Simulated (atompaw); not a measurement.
# Pseudopotential generation for H: PAW (atompaw), PBEsol

Do these settings give a usable potential? It is generated, then checked for scattering, ghosts and hardness.

Method: atompaw 4.2.0.5, PBEsol, scalar-relativistic.

### Step 1. Starting point

Typed settings, in words:

```json
{"element": "hydrogen (H, Z = 1)", "type": "PAW", "frozen core": "none", "valence charge": "1", "reference configuration": "1s1", "partial waves": "1s (bound); 1s channel at 0.95 Ry; 2p channel at -0.1 Ry", "local potential": "troulliermartins scheme with l = 2 at -0.5 Ry, radius 1.05 bohr", "core correction": "not asked for", "augmentation charge": "sinc compensation charge, radius 1.00 bohr; PAW radius 1.35 bohr; waves and projectors: bloechl"}
```

The nodes and maxima of the atom's own shells, from an earlier all-electron run, set the scale for the radii.

All-electron outer shells of the reference configuration (PBEsol, scalar-relativistic, ld1.x):

| shell | level (eV) | outermost node (bohr) | outermost maximum (bohr) |
| --- | --- | --- | --- |
| 1s | -6.33 | – | 1.05 |

### Step 2. Generation

The input, H.input:

```
H 1
GGA-PBESOL scalarrelativistic loggrid 1500 logderivrange -2 5 176
1 0 0 0 0 0
1 0 1
0 0 0
v
1
1.35 1.00 1.05 0.70
y
0.95
n
y
-0.1
n
bloechl sinc
2 -0.5 troulliermartins
PWSCFOUT
UPFDX 0.0125d0 UPFXMIN -7.d0 UPFZMESH 1.d0
END
```

The run is started by

```console
atompaw < H.input > H.log
```

Q: Predict the outcome of this session. Wanted: cutoffs for 10 and 1 mRy, occupied levels; bound ghosts; largest phase difference near zero energy, channels read; lowest eigenvalue of the overlap; share of valence orbitals outside the PAW sphere; UPF file.

**Answer**, as computed:

| quantity | value |
| --- | --- |
| cutoffs for 10 and 1 mRy, occupied levels | 12 Ry and 21 Ry |
| bound ghosts | none found |
| largest phase difference near zero energy, channels read | 0.000 rad |
| lowest eigenvalue of the overlap (Bessel basis) | 0.023 (s) |
| share of valence orbitals outside the PAW sphere | 1s 55 % |
| UPF file | written |

In words: The potential is soft on the atom at that tolerance: the looser tolerance needs 12 Ry. No bound ghost shows below the valence levels. Near zero energy the phases of the channels with partial waves agree within 0.001 rad.
